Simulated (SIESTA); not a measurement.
Wanted: the native input for a SIESTA 5.4.2 run.

- Task: single point
- Functional: PBEsol
- Potentials or basis: PseudoDojo 0.4 standard (PBEsol files)
- Basis: DZP (energy shift 0.003 Ry; two zetas on semicore shells)
- Grid cutoff: 800 Ry
- Energy shift: 0.003 Ry
- k mesh: 8 × 8 × 4
- Occupations: fermi-dirac, width 0.05 eV
- Spin: no spin polarisation

Crystal: MgAl2Ge2.

```xyz
5
Lattice="4.0936 0.0000 0.0000 -2.0468 3.5451 0.0000 0.0000 0.0000 6.7541" Properties=species:S:1:pos:R:3 pbc="T T T"
Ge    0.0000    2.3634    1.6416
Ge    2.0468    1.1817    5.1125
Al    0.0000    2.3634    4.2714
Al    2.0468    1.1817    2.4827
Mg    0.0000    0.0000    0.0000
```

The cell comes from a database or a generator and needn't be the stable form of this composition.

One way to write it, as run:

MgAl2Ge2.fdf

```
SystemName                      MgAl2Ge2
SystemLabel                     MgAl2Ge2
NumberOfSpecies                 3
NumberOfAtoms                   5
%block ChemicalSpeciesLabel
  1  32 Ge
  2  13 Al
  3  12 Mg
%endblock ChemicalSpeciesLabel

LatticeConstant                 1.0 Ang
%block LatticeVectors
     4.0935563023     0.0000000000     0.0000000000
    -2.0467781512     3.5451237496     0.0000000000
     0.0000000000     0.0000000000     6.7541186000
%endblock LatticeVectors
AtomicCoordinatesFormat         Fractional
%block AtomicCoordinatesAndAtomicSpecies
     0.3333333333     0.6666666667     0.2430492200  1  Ge
     0.6666666667     0.3333333333     0.7569507800  1  Ge
     0.3333333333     0.6666666667     0.6324122400  2  Al
     0.6666666667     0.3333333333     0.3675877600  2  Al
     0.0000000000     0.0000000000     0.0000000000  3  Mg
%endblock AtomicCoordinatesAndAtomicSpecies

%block kgrid.MonkhorstPack
    8   0   0  0.0
    0   8   0  0.0
    0   0   4  0.0
%endblock kgrid.MonkhorstPack
XC.Functional                   GGA
XC.Authors                      PBEsol
PAO.BasisSize                   DZP
PAO.EnergyShift                 0.003 Ry
Mesh.Cutoff                     800 Ry
OccupationFunction              FD
ElectronicTemperature           0.05 eV
MaxSCFIterations                120
SCF.MustConverge                false
SCF.Mixer.Method                Pulay
SCF.Mixer.Weight                0.25
SCF.Mixer.History               8
SCF.DM.Tolerance                5.0e-05
SCF.H.Tolerance                 1.0e-03 eV
WriteForces                     true
Charge.Mulliken                 end
%block PAO.Basis
  Ge 4
  n=4 0 2
    5.960 0.000
  n=4 1 2
    8.130 0.000
  n=3 2 2
    3.189 0.000
  n=4 2 1
    8.130
  Mg 4
  n=2 0 2
    2.604 0.000
  n=3 0 2
    8.229 0.000
  n=2 1 2
    2.943 0.000
  n=3 1 1
    8.229
%endblock PAO.Basis
```

Potentials or basis: PseudoDojo 0.4 standard (PBEsol files), DZP (energy shift 0.003 Ry; two zetas on semicore shells).

Run with:

```sh
$ siesta MgAl2Ge2.fdf > MgAl2Ge2.out 2>&1
```

Results of the run:

The pressure is 1.1 GPa. The largest force is 0.300 eV/Å. The band gap on the k mesh is none (metal or under the smearing width).

Caveat: the basis of atomic orbitals isn't converged, which shifts pressures, moduli and gaps.

Run time: 7.6 min on 1 thread of AMD EPYC 7571 (shared host), peak memory 0.72 GiB.
